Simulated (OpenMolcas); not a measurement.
**Pm²⁺ among point charges: CASSCF levels and susceptibility**

Aim: the splitting of the states of Pm²⁺ in the field of 7 point charges, its lowest levels with spin-orbit coupling and its magnetic susceptibility.

Method: state-averaged CASSCF, spin-orbit coupling by RASSI with atomic mean-field integrals. Code: OpenMolcas 26.06.

### Step 1. Starting point

- Species: Pm²⁺ (promethium, Z = 61, 59 electrons)
- Basis: ANO-RCC-VDZP [7s6p4d2f1g], 68 functions
- Scalar Hamiltonian: DKH2, point nucleus
- Inactive shells: 1s 2s 2p 3s 3p 3d 4s 4p 4d 5s 5p
- Active space: 5 electrons in 7 orbitals (4f)
- Some configurations of this space: 4f5
- Orbitals: optimised for the highest spin of each parity, averaged over all roots

Outer shells as boxes (Hund's rule):

4f5
```
4f [↑ ][↑ ][↑ ][↑ ][↑ ][  ][  ]
```

The ion sits among 7 point charges of -1 e arranged as a pentagonal bipyramid (D5h), 2.52 Å from the ion, with the axial distance 2.344 Å.

Each step is its own input file, run in one work folder so that later steps find the files of earlier ones. Labels, J, g values, rates, χT and fits are worked out afterwards by a script from the matrices that RASSI stores.

### Step 2. Basis and integrals

Input file a.inp:

```
&GATEWAY
Coord
1

Pm 0.0 0.0 0.0
Basis=ANO-RCC-VDZP
Group=NoSym
NoMove
AngMom=0.0 0.0 0.0
AMFI
XField
7 Angstrom 0
2.520000 0.000000 0.000000 -1.000000
0.778723 2.396662 0.000000 -1.000000
-2.038723 1.481219 0.000000 -1.000000
-2.038723 -1.481219 0.000000 -1.000000
0.778723 -2.396662 0.000000 -1.000000
0.000000 0.000000 2.343600 -1.000000
0.000000 0.000000 -2.343600 -1.000000
&SEWARD
```

### Step 3. Reference wave functions, sextets, 21 roots

Input file a.inp:

```
&RASSCF
FileOrb=start.orb
Symmetry=1
Spin=6
nActEl=5 0 0
Inactive=27
Ras2=7
CIRoot=21 21 1
SDav=21
CIMx=300
Iter=120 100
PrWF=0.3
OrbListing=Nothing
MaxOrb=0
>>> COPY $Project.JobIph JOB001
```

start.orb holds the contracted functions of the basis, ordered by shell, or the orbitals of the step before.

### Step 4. CASSCF: quartets, 162 roots

Input file a.inp:

```
&RASSCF
FileOrb=start.orb
Symmetry=1
Spin=4
nActEl=5 0 0
Inactive=27
Ras2=7
CIRoot=162 162 1
SDav=224
CIMx=300
Iter=120 100
PrWF=0.3
OrbListing=Nothing
MaxOrb=0
CIOnly
>>> COPY $Project.JobIph JOB002
```

### Step 5. CASSCF: doublets, 162 roots

Input file a.inp:

```
&RASSCF
FileOrb=start.orb
Symmetry=1
Spin=2
nActEl=5 0 0
Inactive=27
Ras2=7
CIRoot=162 162 1
SDav=490
CIMx=300
Iter=120 100
PrWF=0.3
OrbListing=Nothing
MaxOrb=0
CIOnly
>>> COPY $Project.JobIph JOB003
```

### Step 6. RASSI: spin-orbit coupling between the states

Input file a.inp:

```
&RASSI
NrOfJobIphs=3 21 108 40
1 2 3 4 5 6 7 8 9 10 11 12 13 14 15 16 17 18 19 20 21
1 2 3 4 5 6 7 8 9 10 11 12 13 14 15 16 17 18 19 20 21 22 23 24 25 26 27
28 29 30 31 32 33 34 35 36 37 38 39 40 41 42 43 44 45 46 47 48 49 50 51
52 53 54 55 56 57 58 59 60 61 62 63 64 65 66 67 68 69 70 71 72 73 74 75
76 77 78 79 80 81 82 83 84 85 86 87 88 89 90 91 92 93 94 95 96 97 98 99
100 101 102 103 104 105 106 107 108
1 2 3 4 5 6 7 8 9 10 11 12 13 14 15 16 17 18 19 20 21 22 23 24 25 26 27
28 29 30 31 32 33 34 35 36 37 38 39 40
IphNames
JOB001
JOB002
JOB003
EJob
SpinOrbit
DIPRint=1.0
SOCoupling=1000.0
Subsets=2
Property=9
'ANGMOM' 1 'ANGMOM' 2 'ANGMOM' 3 'MLTPL  1' 1 'MLTPL  1' 2 'MLTPL  1' 3
'AMFI' 1 'AMFI' 2 'AMFI' 3
SOProperty=3
'ANGMOM' 1 'ANGMOM' 2 'ANGMOM' 3
```

Q: Predict the outcome of this session. Wanted: spin-free ground state; first state of the same spin within the active space; lowest level; next level.

As calculated:

```
                                            quantity                               value
                                              method                              CASSCF
                              spin-free ground state  sextet, 2-fold in its orbital part
first state of the same spin within the active space                 sextet at 45.3 cm⁻¹
                                        lowest level        2-fold, g = 0.00, 0.00, 0.38
                                          next level                           81.8 cm⁻¹
                                         χT at 300 K                      0.39 cm³ K/mol
                           effective moment at 300 K                             1.76 μB
```

The spin-free ground state (sextet) comes to 100 % from free-ion H terms and keeps the highest spin of the shell. The quartets, doublets rest on orbitals optimised for another spin in at least one step, which raises them against the optimised states. Not all states of the active space went into the spin-orbit step. High states of lower spin are left out of the spin-orbit mixing, and CASSCF puts spin-flip levels too high. Point charges carry no covalency, so the field is a model and not that of real ligands.
